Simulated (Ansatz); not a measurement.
# B2ClH4NO: one species, many methods

An exercise on one series of results from a longer session: the logs are not shown, and one member is left open.

The runs use Ansatz 0.2.0, Gaussian basis; functionals in def2-TZVPP, the program's frozen cores in correlated methods.

Plan: LDA (SPW92), PBE-D4, revPBE-D4, BLYP-D4, r2SCAN-D4, B97M-V, PBE0-D4, B3LYP-D4, r2SCANh-D4, r2SCAN0-D4, HSE06-D4, BHLYP-D4, CAM-B3LYP-D4, LC-ωPBE, ωB97X-V, ωB97M-V, B2PLYP, PBE-QIDH; CCSD(T)/def2-SVP; CCSD(T)/def2-TZVPP; MP2/def2-QZVPP; extrapolation to the limit; RPA on PBE.

## The relaxed structure

An earlier PBE0-D4 in a triple-zeta def2 set relaxation fixed the geometry.

SMILES `BOB(N)Cl`, 9 atoms, charge 0, spin multiplicity 1.

Atoms are counted from 1 here; the program's logs count them from 0.

Bond lengths: B1–O2 1.354 Å, B1–H6 1.197 Å, B1–H7 1.197 Å, O2–B3 1.377 Å, B3–N4 1.389 Å, B3–Cl5 1.775 Å, N4–H8 1.005 Å, N4–H9 1.003 Å. Angles: O2–B1–H6 120.8°, O2–B1–H7 116.7°, H6–B1–H7 122.5°, B1–O2–B3 131.0°, O2–B3–N4 118.7°, O2–B3–Cl5 122.0°, N4–B3–Cl5 119.3°, B3–N4–H8 121.5°, B3–N4–H9 123.0°, H8–N4–H9 115.5°.

The first run:

Input file in.yaml:

```yaml
crystal:
  periodic: [false, false, false]
  atoms:
    - {symbol: B, position_ang: [0.274120, 1.769958, -0.615920]}
    - {symbol: O, position_ang: [0.413342, 0.638869, 0.115548]}
    - {symbol: B, position_ang: [-0.214905, -0.582360, 0.019122]}
    - {symbol: N, position_ang: [0.104462, -1.571299, 0.940174]}
    - {symbol: Cl, position_ang: [-1.412075, -0.926312, -1.244827]}
    - {symbol: H, position_ang: [-0.508724, 1.823092, -1.520118]}
    - {symbol: H, position_ang: [0.966959, 2.697204, -0.309218]}
    - {symbol: H, position_ang: [0.778284, -1.411752, 1.668996]}
    - {symbol: H, position_ang: [-0.312961, -2.483600, 0.929143]}
basis:
  gaussian: {orbitals: def2-TZVPP}
hamiltonian: {xc: lda}
output: {orbitals: {seedname: orbitals}}
```

Command:

```sh
$ ansatz run in.yaml --threads 2 --pin off --events-out ev --progress --plain --max-ram 4352MiB
```

Among the steps run: LDA; PBE-D4 (GGA); revPBE-D4 (GGA); BLYP-D4 (GGA); r2SCAN-D4 (meta-GGA); B97M-V (meta-GGA); PBE0-D4 (hybrid); B3LYP-D4 (hybrid); r2SCANh-D4 (hybrid); r2SCAN0-D4 (hybrid); HSE06-D4 (hybrid); BHLYP-D4 (hybrid); CAM-B3LYP-D4 (range-separated); LC-ωPBE (range-separated); ωB97X-V (range-separated); ωB97M-V (range-separated); B2PLYP (double hybrid); PBE-QIDH (double hybrid).

One of the session's tables, all rows but one given; the rest of the session is left out.

It belongs to the step «Frontier levels by functional». 

| functional | HOMO (eV) | gap (eV) |
| --- | --- | --- |
| LDA (SPW92) | -7.12 | 4.97 |
| PBE-D4 | -7.05 | 5.20 |
| revPBE-D4 | -6.98 | 5.25 |
| BLYP-D4 | -6.90 | 5.19 |
| r2SCAN-D4 | -7.34 | 5.90 |
| B97M-V | -7.42 | 5.88 |
| PBE0-D4 | -8.43 | 7.60 |
| B3LYP-D4 | -8.16 | 7.09 |
| r2SCANh-D4 | -7.85 | 6.76 |
| r2SCAN0-D4 | -8.63 | 8.05 |
| HSE06-D4 | -8.02 | 6.81 |
| BHLYP-D4 | -9.69 | 9.88 |
| CAM-B3LYP-D4 | ? | ? |
| LC-ωPBE | -11.27 | 12.72 |
| ωB97X-V | -10.86 | 12.22 |
| ωB97M-V | -10.75 | 11.84 |

**Question.** Estimate the row for CAM-B3LYP-D4.

As computed: HOMO (eV): -9.83; gap (eV): 10.07. In the column «HOMO (eV)» it lies between ωB97M-V (-10.75) and BHLYP-D4 (-9.69).
